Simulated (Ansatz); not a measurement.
## CH₇NOSi, SMILES NCO[SiH3]: a ladder of methods at one geometry, step by step

With Ansatz's Python interface.

The cells in order, each with its output:

**Cell 1**
```python
from dataclasses import dataclass

import ansatz as az
from ase import Atoms
```

**Cell 2**
```python
@dataclass(frozen=True)
class Settings:
    basis_set: str = "cc-pVDZ"


settings = Settings()
```

**Cell 3**
```python
atoms = Atoms(["N", "C", "O", "Si", "H", "H", "H", "H", "H", "H", "H"], positions=[
    (-1.765, 1.0413, -0.1843),
    (-0.8587, 0.1247, 0.3131),
    (0.286, 0.2495, -0.4686),
    (1.6688, -0.7392, -0.0789),
    (-1.9192, 0.8863, -1.2085),
    (-1.3621, 2.0149, -0.1651),
    (-1.2544, -0.8776, 0.2351),
    (-0.6221, 0.3641, 1.3643),
    (2.0068, -0.485, 1.3704),
    (2.7322, -0.4748, -0.9648),
    (1.1532, -2.1613, -0.1921),
])
system = az.Crystal.molecule_from_ase(atoms)
```

**Cell 4**
```python
base = system.calculation()
base = base.basis(gaussian=settings.basis_set)
base = base.accuracy("high")

methods = ["mp2", "ccsd", "ccsd_t"]
batch = az.Session.batch([base.correlation(m).input() for m in methods])
reports = sorted(batch.plan().execute().molecular_reports, key=lambda each: each["member"])
print(f"Hartree-Fock reference {reports[0]['reference_energy_ev'] / 27.211386246:.6f} Ha")
best = reports[-1]["free_energy_ev"] - reports[-1]["reference_energy_ev"]
for method, each in zip(methods, reports):
    gained = each["free_energy_ev"] - each["reference_energy_ev"]
    print(f"{method:8s} total {each['free_energy_ev'] / 27.211386246:.6f} Ha  correlation {gained:9.4f} eV  ({100 * gained / best:.1f} % of the last)")
```
Output:
```text
Hartree-Fock reference -460.200303 Ha
mp2      total -460.804399 Ha  correlation  -16.4383 eV  (90.3 % of the last)
ccsd     total -460.852904 Ha  correlation  -17.7582 eV  (97.5 % of the last)
ccsd_t   total -460.869420 Ha  correlation  -18.2076 eV  (100.0 % of the last)
```

The settings weren't tested for convergence. The geometry is a force-field or estimated start, not a minimum of this method, and the basis set is short of its limit. A lower total doesn't mark the better method: functionals have no common bound, and MP2 and coupled cluster aren't variational. Inner cores stay frozen, so this is valence correlation. For Al to Cl the sets with a tight d function, cc-pV(X+d)Z, are usual.
